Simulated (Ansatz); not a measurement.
# BF3H4Si: the cost of one run

Method: PBE0-D4, def2-SVP first, then def2-TZVP; program: Ansatz 0.2.0, Gaussian basis.

152 further runs of the same task are left out: 152 set aside as unsound or not needed.

## (1) Starting geometry

The guess: 9 atoms, charge 0, spin multiplicity 1.

Atoms are counted from 1 here; the program's logs count them from 0.

Bond lengths: B1–F3 1.323 Å, B1–F4 1.324 Å, B1–H5 1.296 Å, B1–Si6 2.124 Å, Si6–H7 1.462 Å, Si6–H8 1.465 Å, Si6–H9 1.462 Å. Angles: F3–B1–F4 115.8°, F3–B1–H5 117.0°, F3–B1–Si6 115.0°, F4–B1–H5 116.9°, F4–B1–Si6 114.8°, H5–B1–Si6 69.3°, B1–Si6–H7 112.6°, B1–Si6–H8 99.2°, B1–Si6–H9 115.0°, H7–Si6–H8 109.4°, H7–Si6–H9 110.9°, H8–Si6–H9 108.9°.

Coordinates:

```mol
BF3H4Si
  3D, bonds by distance, orders not assigned

  9  7  0  0  0  0  0  0  0  0999 V2000
   -0.4224    0.3572   -0.8108 B   0  0
    1.1478    1.4746   -1.3835 F   0  0
   -0.5424   -0.4272   -1.8700 F   0  0
   -1.3420    1.3011   -0.6870 F   0  0
    0.7811    0.6588   -0.4361 H   0  0
    0.0754   -0.6438    0.9953 Si  0  0
    0.1740    0.2668    2.1346 H   0  0
   -1.1213   -1.4764    1.1405 H   0  0
    1.2499   -1.5111    0.9171 H   0  0
  1  3  8  0
  1  4  8  0
  1  5  8  0
  1  6  8  0
  6  7  8  0
  6  8  8  0
  6  9  8  0
M  END
```

Distances that are to change: B1–Si6 2.12 Å, F2–H5 1.30 Å, B1–F2 2.01 Å, H5–Si6 2.06 Å.

## (2) Constrained relaxation of the guess

File hold/in.yaml:

```yaml
crystal:
  periodic: [false, false, false]
  atoms:
    - {symbol: B, position_ang: [-0.422400, 0.357200, -0.810800]}
    - {symbol: F, position_ang: [1.147800, 1.474600, -1.383500]}
    - {symbol: F, position_ang: [-0.542400, -0.427200, -1.870000]}
    - {symbol: F, position_ang: [-1.342000, 1.301100, -0.687000]}
    - {symbol: H, position_ang: [0.781100, 0.658800, -0.436100]}
    - {symbol: Si, position_ang: [0.075400, -0.643800, 0.995300]}
    - {symbol: H, position_ang: [0.174000, 0.266800, 2.134600]}
    - {symbol: H, position_ang: [-1.121300, -1.476400, 1.140500]}
    - {symbol: H, position_ang: [1.249900, -1.511100, 0.917100]}
basis:
  gaussian: {orbitals: def2-SVP}
hamiltonian: {xc: pbe0, dispersion: d4}
relax: {f_tol: 0.04, max_steps: 150, escape_saddle: false, constraints: [{distance: [0, 5]}, {distance: [1, 4]}, {distance: [0, 1]}, {distance: [4, 5]}]}
```

The run is started by

```sh
$ ansatz run in.yaml --threads 4 --pin off --events-out ev --progress --plain --max-ram 9574MiB
```

**Question.** How long does this run take on 4 threads of Arm Neoverse V1, shared host?

About 7.5 s.
